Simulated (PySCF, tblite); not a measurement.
# C₂H₁₂B₂N₄: geometry, infrared bands and NMR shifts

Wanted: the infrared bands and NMR shifts of C₂H₁₂B₂N₄ (`CNB(N)N(C)BN`), by calculation.

Programs: tblite 0.8.0 and PySCF 2.14.0, with density-fitted response routines of our own. Each step states its level of theory. These are calculated values for one molecule in the gas phase, unless marked as measured. Atoms count from 0, in the outputs and in this text.

### 1 The molecule as given

20 atoms, charge 0, multiplicity 1; geometry from: force field or distance geometry start.

Bonds of the start (Å): C0–N1 1.45, N1–B2 1.55, B2–N3 1.51, B2–N4 1.47, N4–C5 1.40, N4–B6 1.47, B6–N7 1.53, C0–H8 1.11, C0–H9 1.10, C0–H10 1.12, N1–H11 1.05, N3–H12 1.05, N3–H13 1.03, C5–H14 1.12, C5–H15 1.12, C5–H16 1.12, B6–H17 1.20, N7–H18 1.05, N7–H19 1.05.

### 2 Optimising the geometry with GFN2-xTB

Job settings and geometry (Å):

```
{"job": {"kind": "relax", "xc": "GFN2-xTB", "basis": "xTB"}, "charge": 0, "multiplicity": 1}
C     -2.578900     0.257900    -0.847200
N     -1.157200     0.340700    -1.110600
B     -0.381400    -0.589600    -0.141800
N     -1.147400    -1.687400     0.566700
N      0.873400    -0.102200     0.440800
C      0.841900     0.893800     1.421000
B      2.155300    -0.598100    -0.083100
N      3.200300     0.377800    -0.631500
H     -2.903300    -0.801900    -0.891000
H     -3.181400     0.783300    -1.608200
H     -2.785500     0.710800     0.154700
H     -0.874400     1.311800    -0.827800
H     -1.633100    -1.309800     1.415300
H     -1.741900    -2.260800    -0.048500
H      0.552500     1.874500     0.953600
H      1.802600     1.082900     1.956200
H      0.083000     0.703700     2.220900
H      2.236000    -1.729700    -0.468500
H      3.955100    -0.171800    -1.111100
H      2.679300     0.924800    -1.362900
```

Launch:

```
OMP_NUM_THREADS=1 python probes_run.py task.json out
```

This one command runs all jobs of the session in turn.

**Question.** This job is followed by: GFN2-xTB harmonic vibrations, gas phase; GIAO PBE0/pcSseg-1 NMR shielding, non-relativistic, gas phase. What will the session give for the following? strongest single infrared mode (GFN2-xTB); zero-point energy (GFN2-xTB); ¹³C shifts against TMS (PBE0/pcSseg-1); ¹H shifts against TMS (PBE0/pcSseg-1, means over atoms taken as alike); ¹⁵N shifts against NH3 (PBE0/pcSseg-1); ¹¹B shifts against BF3·OEt2 (PBE0/pcSseg-1).

As calculated:

| quantity | value |
| --- | --- |
| strongest single infrared mode (GFN2-xTB) | 1373 cm⁻¹, 584 km/mol |
| zero-point energy (GFN2-xTB) | 104.3 kcal/mol |
| ¹³C shifts against TMS (PBE0/pcSseg-1) | 31.8, 31.1 ppm |
| ¹H shifts against TMS (PBE0/pcSseg-1, means over atoms taken as alike) | 4.35, 2.85, 2.74, 2.74, 2.03, 1.30 ppm |
| ¹⁵N shifts against NH3 (PBE0/pcSseg-1) | 96.8, 76.1, 59.3, 52.2 ppm |
| ¹¹B shifts against BF3·OEt2 (PBE0/pcSseg-1) | 23.8, 23.3 ppm |

Relaxing lowered the energy by 2.902 eV in 159 steps; the close pair that moved most is N1–B2, from 1.551 to 1.418 Å. All 54 modes are real, so the xTB geometry is a minimum. The strongest single mode, at 1373 cm⁻¹, is spread over many atoms; the largest shares are those of B6, N4. GFN2-xTB is a fitted tight-binding method: band positions and strengths are rough. Its intensities can rank the bands wrongly. At PBE0/pcSseg-1: The widest tensor belongs to N4: span 157 ppm, with a paramagnetic part of -156 ppm.
